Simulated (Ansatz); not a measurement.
# AgRh (P-6m2) in Ansatz: a series of runs

The runs below take AgRh through single point, equation of state, with PBE.

Program: Ansatz 0.2.0. These are calculated values, not measurements. Logs are shortened: lines on timing, memory, paths and dates and some standing lists are left out, and cuts for length are marked.

### 1 The structure

The structure is hexagonal, space group P-6m2 (No. 187). Conventional cell: a = 2.778 Å, b = 2.778 Å, c = 4.809 Å, α = 90.00°, β = 90.00°, γ = 120.00°. Ag (site symmetry -6m2) has 6 Ag at 2.78 Å and 6 Rh at 2.89 Å as nearest neighbours. Rh (site symmetry -6m2) is surrounded by 6 Rh at 2.78 Å and 6 Ag at 2.89 Å.

The cell comes from a database or a generator and needn't be the stable form of this composition.

### 2 Single point, PBE, 15.10 Å³/atom (volume scaled by 0.94)

input.yaml reads:

```yaml
crystal:
  lattice:
    - [2.7208868163, 0.0, 0.0]
    - [-1.3604434081, 2.3563571037, 0.0]
    - [0.0, 0.0, 4.7104397215]
  atoms:
    - { symbol: Ag, position: [0.0, 0.0, 0.5] }
    - { symbol: Rh, position: [0.6666666667, 0.3333333333, 0.0] }
hamiltonian:
  xc: pbe
  pseudopotentials: { kind: nc, accuracy: stringent }
kpoints:
  mp_grid: { grid: [11, 11, 6] }
scf:
  occupations: { method: fermi_dirac, width: 0.05 }
output:
  forces: true
  stress: true
  eigenvalues: true
```

Potentials or basis: PseudoDojo stringent (PBE files).

Started as:

```sh
$ ansatz run input.yaml --threads 2 --pin off --max-ram 5632MiB --backend cpu --events-out ev --progress --plain --runs-dir out
```

The log of the run:

```text
Warning: The stringent table, which hamiltonian.pseudopotentials names, holds the potential of the library's standard table for Ag, Rh (one content_sha256, or a second file that the publisher made of the same generator input, which states another). The run takes no other species from the library, so that hamiltonian.pseudopotentials.accuracy: standard would change no potential of it. The deck needs no change, but a comparison with a run at hamiltonian.pseudopotentials.accuracy: standard does not test the potential of Ag, Rh. With hamiltonian.pseudopotentials.accuracy and source left out a run reads another potential of Ag, Rh, from this project's own files. To test it, run on another potential, such as that of hamiltonian.pseudopotentials: {kind: paw}
Warning: RAYON_NUM_THREADS=2 ignored (pool sized by the plan → 2); use --threads N
Engine: ansatz 0.2.0, aarch64-unknown-linux-gnu
Pseudopotentials: kind: nc
Pseudopotential: Ag, nc, valence charge 19, recommended cutoff 1115.666836 eV (normal), Ag.nc.azcp (PseudoDojo's, or run here from an input of PseudoDojo's; its table is named by hamiltonian.pseudopotentials.accuracy)
Pseudopotential: Rh, nc, valence charge 17, recommended cutoff 1197.300995 eV (normal), Rh.nc.azcp (PseudoDojo's, or run here from an input of PseudoDojo's; its table is named by hamiltonian.pseudopotentials.accuracy)
Functional definition: PBE
  parameter kappa = 0.804
  parameter beta = 0.06672455060314922
  exchange = pbe_x(kappa = kappa, mu = beta*pi^2/3)
  correlation = pbe_c(beta = beta)
Crystal: 2 atoms, lattice volume = 30.200 Å³
Basis set: ecut = 1197.300995 eV, 2901 PW (Γ), exchange–correlation on 64×64×108 points (8 copies of the dense FFT grid, shifted against one another)
Bands: 22, of which v1, the nominal top of the filled ones, is band 18 counted from 1 (17 counted from 0)
Symmetry: 12 space group operations
Space group: P-6m2 (ITA 187), of the structure as read, at distance tolerance 3.1e-5 Å
k-points: 64 of 726 (time reversal used)
Non-local potential: Ag, projectors of the file, l = 0: 2, l = 1: 2, l = 2: 2
Non-local potential: Rh, projectors of the file, l = 0: 2, l = 1: 2, l = 2: 2
Initial density: superposition of atomic densities (chi_scale 0.1, normalization cell, long waves kept (reshape's long-wave potential 0.01 eV rms))
Initial wavefunctions: pseudopotential atomic-orbital guess
Functional: x = pbe(κ = 0.804, μ = 0.2195149727645171), c = pbe(β = 0.06672455060314922)
SCF iter   1: F=—  HF=-7410.430199 eV  |F-HF|=—  |Δ(HF+E_count)|=         —  Δρ=1.21e-1  dr2=5.68e0  ethr=3.10e-3  ⟨swp⟩=6.1  Hψ=6434  notcnv=0
preconditioner: auto → Kerker (q_TF=auto, 2.809 Å⁻¹)  [metal: Δε(μ)=0.003 eV  Ē_g=9.679 eV  σ=0.050 eV  W_gap=0.02  n_scr=10 (ndim 8)  ℏωp=30.2 eV  f_vac=0.000  D(μ)=3.02/eV (n_scr^D=36)]
SCF iter   2: F=—  HF=-7409.377060 eV  |F-HF|=—  |Δ(HF+E_count)|=    1.05e0  Δρ=3.03e-2  dr2=2.14e-1  ethr=3.10e-3  ⟨swp⟩=2.9  Hψ=3174  notcnv=0
SCF iter   3: F=—  HF=-7409.332616 eV  |F-HF|=—  |Δ(HF+E_count)|=   4.44e-2  Δρ=1.36e-2  dr2=3.98e-2  ethr=5.93e-4  ⟨swp⟩=2.3  Hψ=2962  notcnv=0
SCF iter   4: F=—  HF=-7409.327811 eV  |F-HF|=—  |Δ(HF+E_count)|=   4.80e-3  Δρ=3.93e-3  dr2=3.21e-3  ethr=1.11e-4  ⟨swp⟩=2.0  Hψ=2152  notcnv=0
SCF iter   5: F=—  HF=-7409.327754 eV  |F-HF|=—  |Δ(HF+E_count)|=   5.70e-5  Δρ=8.68e-4  dr2=2.64e-4  ethr=8.92e-6  ⟨swp⟩=2.6  Hψ=2294  notcnv=0
SCF iter   6: F=—  HF=-7409.327745 eV  |F-HF|=—  |Δ(HF+E_count)|=   9.13e-6  Δρ=1.78e-4  dr2=1.28e-5  ethr=7.32e-7  ⟨swp⟩=1.9  Hψ=1849  notcnv=0
SCF iter   7: F=—  HF=-7409.327740 eV  |F-HF|=—  |Δ(HF+E_count)|=   4.88e-6  Δρ=4.59e-5  dr2=7.07e-7  ethr=3.54e-8  ⟨swp⟩=2.3  Hψ=2229  notcnv=0
SCF iter   8: F=-7409.327740 eV  HF=-7409.327740 eV  |F-HF|=8.22e-9  |Δ(HF+E_count)|=   1.16e-8  Δρ=1.18e-5  dr2=3.19e-8  ethr=2.78e-10  ⟨swp⟩=8.5  Hψ=7992  notcnv=0
SCF 1 converged in 8 iterations: F = -7409.327740 eV  dr2 = 3.19e-8
SCF converged after 8 iterations
Free energy (F): -7409.327740 eV
Harris-Foulkes:  -7409.327740 eV  (|F-HF|=8.22e-9)
Internal energy: -7409.303656 eV  (E = F + TS)
E sigma→0 (E₀):  -7409.315698 eV
Entropy (-TS):   -0.024084 eV (-12.042 meV/atom)
Fermi energy:    19.755283 eV
--- Per-component energies (eV) ---
  E_band       = -300.135220
  E_kinetic    = 2499.594563
  E_local      = -4915.642240  (includes V_loc(G=0)·N_el)
  E_nonlocal   = 142.910762
  E_hartree    = 1464.110358
  E_xc         = -1145.692665
  E_vxc        = -955.216583  (∫ρ·V_xc dr)
  E_ewald      = -5454.584434
  E_smearing   = -0.024084  (= −TS)
  E_closure    = 0.000000  (closes the sum)
  Σ components = -7409.327740   (vs F -7409.327740, Δ=0.00e0)
--- Forces (eV/Å), atoms counted from 1 ---
  atom   1  Ag    -0.00000000     0.00000000     0.00000000
  atom   2  Rh     0.00000000     0.00000000     0.00000000
  max |Σ_I F_I| component: 4.74e-17 eV/Å
--- Stress (GPa, compression-positive) ---
        9.436109       0.000000       0.000000
       -0.000000       9.436109       0.000000
        0.000000       0.000000       6.657273
  P = ⅓ Tr σ = 8.5098 GPa (85.098 kbar)
--- Band table (eV; the first three rows and the last of 64) ---
  k-point 0: bands = ["-71.9760", "-58.2621", "-35.4395", "-35.3337", "-35.3337", "-26.0069", "-25.9499", "-25.9499", "12.1511", "13.6507", "15.2838", "15.2838", "16.2571", "16.5763", "16.5763", "17.8056", "17.8056", "19.7906", "19.8996", "19.8996", "25.5471", "36.6923"]
  k-point 1: bands = ["-71.9760", "-58.2621", "-35.4390", "-35.3337", "-35.3337", "-26.0081", "-25.9499", "-25.9499", "12.3518", "13.7092", "15.2729", "15.2729", "16.1727", "16.5492", "16.5492", "17.8631", "17.8631", "18.9056", "19.8917", "19.8917", "26.8083", "36.0539"]
  k-point 2: bands = ["-71.9760", "-58.2621", "-35.4381", "-35.3337", "-35.3337", "-26.0104", "-25.9499", "-25.9499", "12.8243", "13.9218", "15.2527", "15.2527", "15.8592", "16.4955", "16.4955", "17.5477", "17.9813", "17.9813", "19.8703", "19.8703", "29.3988", "34.7872"]
  k-point 63: bands = ["-71.9455", "-58.1899", "-35.5301", "-35.4824", "-35.4034", "-26.3411", "-26.2457", "-25.9321", "14.4481", "14.7608", "15.0847", "15.0983", "15.5857", "17.1059", "17.6461", "18.1729", "18.5912", "19.8073", "24.8514", "26.3858", "27.3147", "28.5600"]
```

It took 8.1 s on 2 threads of Arm Neoverse V2, shared host; peak memory 0.41 GiB.

Results:

```yaml
Free_energy: -7409.3277 eV
Pressure: 8.5 GPa
Band_gap_on_the_k_mesh: none (metal or under the smearing width)
```

### 3 Single point, PBE, 15.42 Å³/atom (volume scaled by 0.96)

Edit input.yaml of step 2 so:

```diff
@@ -2,5 +2,5 @@
   lattice:
-    - [2.7208868163, 0.0, 0.0]
-    - [-1.3604434081, 2.3563571037, 0.0]
-    - [0.0, 0.0, 4.7104397215]
+    - [2.7400486223, 0.0, 0.0]
+    - [-1.3700243112, 2.3729517146, 0.0]
+    - [0.0, 0.0, 4.7436129252]
   atoms:
```

Potentials or basis: PseudoDojo stringent (PBE files).

Started as:

```sh
$ ansatz run input.yaml --threads 2 --pin off --max-ram 5632MiB --backend cpu --events-out ev --progress --plain --runs-dir out
```

Run time: 8.2 s. Hardware: 2 threads of Arm Neoverse V2, shared host; peak memory 0.4 GiB.

The run converged. Its results:

* Free energy: -7409.3536 eV
* Pressure: 4.5 GPa
* Band gap on the k mesh: none (metal or under the smearing width)

### 4 Single point, PBE, 15.74 Å³/atom (volume scaled by 0.98)

Edit input.yaml of step 3 so:

```diff
@@ -2,5 +2,5 @@
   lattice:
-    - [2.7400486223, 0.0, 0.0]
-    - [-1.3700243112, 2.3729517146, 0.0]
-    - [0.0, 0.0, 4.7436129252]
+    - [2.7589461066, 0.0, 0.0]
+    - [-1.3794730533, 2.389317416, 0.0]
+    - [0.0, 0.0, 4.7763285309]
   atoms:
```

Started as:

```sh
$ ansatz run input.yaml --threads 2 --pin off --max-ram 5632MiB --backend cpu --events-out ev --progress --plain --runs-dir out
```

It took 8.4 s on 2 threads of Arm Neoverse V2, shared host; peak memory 0.4 GiB.

The run converged. Its results:

```
Free energy            : -7409.3641 eV
Pressure               : 0.9 GPa
Band gap on the k mesh : none (metal or under the smearing width)
```

### 5 Single point, PBE, 16.06 Å³/atom

Edit input.yaml of step 4 so:

```diff
@@ -2,5 +2,5 @@
   lattice:
-    - [2.7589461066, 0.0, 0.0]
-    - [-1.3794730533, 2.389317416, 0.0]
-    - [0.0, 0.0, 4.7763285309]
+    - [2.7775881998, 0.0, 0.0]
+    - [-1.3887940999, 2.4054619423, 0.0]
+    - [0.0, 0.0, 4.808602]
   atoms:
```

Started as:

```sh
$ ansatz run input.yaml --threads 2 --pin off --max-ram 5632MiB --backend cpu --events-out ev --progress --plain --runs-dir out
```

Run time: 8.3 s. Hardware: 2 threads of Arm Neoverse V2, shared host; peak memory 0.42 GiB.

Results (log left out):

* Free energy: -7409.3613 eV
* Pressure: -2.2 GPa
* Band gap on the k mesh: none (metal or under the smearing width)

### 6 Single point, PBE, 16.39 Å³/atom (volume scaled by 1.02)

Edit input.yaml of step 5 so:

```diff
@@ -2,5 +2,5 @@
   lattice:
-    - [2.7775881998, 0.0, 0.0]
-    - [-1.3887940999, 2.4054619423, 0.0]
-    - [0.0, 0.0, 4.808602]
+    - [2.7959833597, 0.0, 0.0]
+    - [-1.3979916799, 2.4213926181, 0.0]
+    - [0.0, 0.0, 4.8404479744]
   atoms:
```

Potentials or basis: PseudoDojo stringent (PBE files).

Started as:

```sh
$ ansatz run input.yaml --threads 2 --pin off --max-ram 5632MiB --backend cpu --events-out ev --progress --plain --runs-dir out
```

Run time: 8.7 s. Hardware: 2 threads of Arm Neoverse V2, shared host; peak memory 0.42 GiB.

It converged, with:

| Item | Value |
| --- | --- |
| Free energy | -7409.3467 eV |
| Pressure | -5.0 GPa |
| Band gap on the k mesh | none (metal or under the smearing width) |

### 7 Single point, PBE, 16.71 Å³/atom (volume scaled by 1.04)

Edit input.yaml of step 6 so:

```diff
@@ -2,5 +2,5 @@
   lattice:
-    - [2.7959833597, 0.0, 0.0]
-    - [-1.3979916799, 2.4213926181, 0.0]
-    - [0.0, 0.0, 4.8404479744]
+    - [2.8141396046, 0.0, 0.0]
+    - [-1.4070698023, 2.4371163874, 0.0]
+    - [0.0, 0.0, 4.8718803355]
   atoms:
```

Started as:

```sh
$ ansatz run input.yaml --threads 2 --pin off --max-ram 5632MiB --backend cpu --events-out ev --progress --plain --runs-dir out
```

Wall time 8.6 s (2 threads of Arm Neoverse V2, shared host); peak memory 0.43 GiB.

It converged, with:

| Quantity | Value |
| --- | --- |
| Free energy | -7409.3218 eV |
| Pressure | -7.4 GPa |
| Band gap on the k mesh | none (metal or under the smearing width) |

### 8 Single point, PBE, 17.03 Å³/atom (volume scaled by 1.06)

Edit input.yaml of step 7 so:

```diff
@@ -2,5 +2,5 @@
   lattice:
-    - [2.8141396046, 0.0, 0.0]
-    - [-1.4070698023, 2.4371163874, 0.0]
-    - [0.0, 0.0, 4.8718803355]
+    - [2.8320645439, 0.0, 0.0]
+    - [-1.416032272, 2.4526398402, 0.0]
+    - [0.0, 0.0, 4.9029122571]
   atoms:
```

Started as:

```sh
$ ansatz run input.yaml --threads 2 --pin off --max-ram 5632MiB --backend cpu --events-out ev --progress --plain --runs-dir out
```

Wall time 8.7 s (2 threads of Arm Neoverse V2, shared host); peak memory 0.42 GiB.

It converged, with:

```yaml
Free_energy: -7409.2880 eV
Pressure: -9.5 GPa
Band_gap_on_the_k_mesh: none (metal or under the smearing width)
```

### 9 Equation of state, PBE

Potentials or basis: PseudoDojo stringent.

No new run: the results of the series are fitted here.

Results:

| Item | Value |
| --- | --- |
| Equilibrium volume | 15.83 Å³/atom |
| Bulk modulus at fixed shape and positions | 159 GPa |
| Pressure derivative of the bulk modulus | 5.5 |

Energy against volume, from the lowest point:
```
volume (Å³/atom)  energy (meV/atom)
          15.100              18.19
          15.421               5.28
          15.743               0.00
          16.064               1.42
          16.385               8.71
          16.707              21.14
          17.028              38.07
```

Caveat: the cell was scaled at fixed shape and fractional positions, which overstates the stiffness of a crystal with free parameters, most of all of layers and chains.
